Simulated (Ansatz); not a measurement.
This script drives Ansatz 0.2.0, Python API.

`run_ase_relax.py`
```python
from dataclasses import dataclass
import warnings

import ansatz as az
from ase import Atoms
from ase.calculators.calculator import Calculator, all_changes
from ase.optimize import BFGS
import numpy as np


@dataclass(frozen=True)
class Options:
    functional: str = "lda"
    kgrid: tuple[int, ...] = (9, 9, 5)
    filling: str = "cold"
    smearing_width: float = 0.05
    tolerance: float = 1e-06


opts = Options()


class AnsatzEngine(Calculator):
    implemented_properties = ["energy", "free_energy", "forces"]

    def calculate(self, atoms=None, properties=("energy",), system_changes=all_changes):
        super().calculate(atoms, properties, system_changes)
        bare = self.atoms.copy()
        bare.set_constraint()
        bare.set_momenta(None)
        job = (
            az.Crystal.from_ase(bare).calculation()
            .functional(opts.functional)
            .basis(24 * az.Ha, xc_grid=1)
            .kpoints(*opts.kgrid)
            .occupations(opts.filling, width=opts.smearing_width)
            .scf(tolerance=opts.tolerance)
            .forces()
        )
        report = job.run(threads=1, pin="off").report
        self.results["free_energy"] = report["lagrangian_ev"]
        self.results["energy"] = report.get("lagrangian_sigma0_ev", report["lagrangian_ev"])
        self.results["forces"] = np.array(report["forces_ev_ang"])

warnings.simplefilter("ignore")
atoms = Atoms(
    ["Mo", "Os"],
    cell=[[2.78175569, 0.0, 0.0], [-1.39087784, 2.40907109, 0.0], [0.0, 0.0, 4.507055]],
    scaled_positions=[
        [2 / 3, 1 / 3, 0.5],
        [1 / 3, 2 / 3, 0.0],
    ],
    pbc=True,
)
atoms.rattle(0.1, seed=10)
atoms.calc = AnsatzEngine()
before = atoms.get_potential_energy(), atoms.get_volume()
optimiser = BFGS(atoms, logfile=None)


def tell():
    fmax = np.linalg.norm(atoms.get_forces(), axis=1).max()
    print(f"step {optimiser.nsteps:2d}  E = {atoms.get_potential_energy():.5f} eV  fmax = {fmax:.4f}  V = {atoms.get_volume():.3f} A^3")


optimiser.attach(tell)
met = optimiser.run(fmax=0.03, steps=12)
print("threshold met:", bool(met), " energy gained:", round(before[0] - atoms.get_potential_energy(), 5), "eV")
print("cell lengths and angles:", np.round(atoms.cell.cellpar(), 3))
print(np.round(atoms.get_scaled_positions(), 4))
```

It is started by `python run_ase_relax.py`. Estimate its wall time and peak memory on 1 thread of Arm Neoverse V1, on a shared host.

It took about 100 s, with a peak of 0.61 GiB, for 6 runs of the engine.

`python run_ase_relax.py` gives:
```text
step  0  E = -15961.08333 eV  fmax = 0.6529  V = 30.204 A^3
step  1  E = -15961.09460 eV  fmax = 0.5721  V = 30.204 A^3
step  2  E = -15961.13506 eV  fmax = 0.0639  V = 30.204 A^3
step  3  E = -15961.13523 eV  fmax = 0.0510  V = 30.204 A^3
step  4  E = -15961.13532 eV  fmax = 0.0401  V = 30.204 A^3
step  5  E = -15961.13548 eV  fmax = 0.0068  V = 30.204 A^3
threshold met: True  energy gained: 0.05215 eV
cell lengths and angles: [  2.782   2.782   4.507  90.     90.    120.   ]
[[0.7041 0.3611 0.4748]
 [0.3712 0.6943 0.9749]]
```

What to keep in mind:
- The settings weren't tested for convergence.
- No spin polarisation was allowed.
- For a metal this k-point mesh is coarse: on a finer one energies can move by several to tens of meV an atom and pressures by half a GPa or more, differences at one mesh by less.
- Spin-orbit coupling, which matters for elements this heavy, is left out.
- This cell is a computed structure, which may not be the phase found in nature.
- The script silences warnings, which a real study should read.
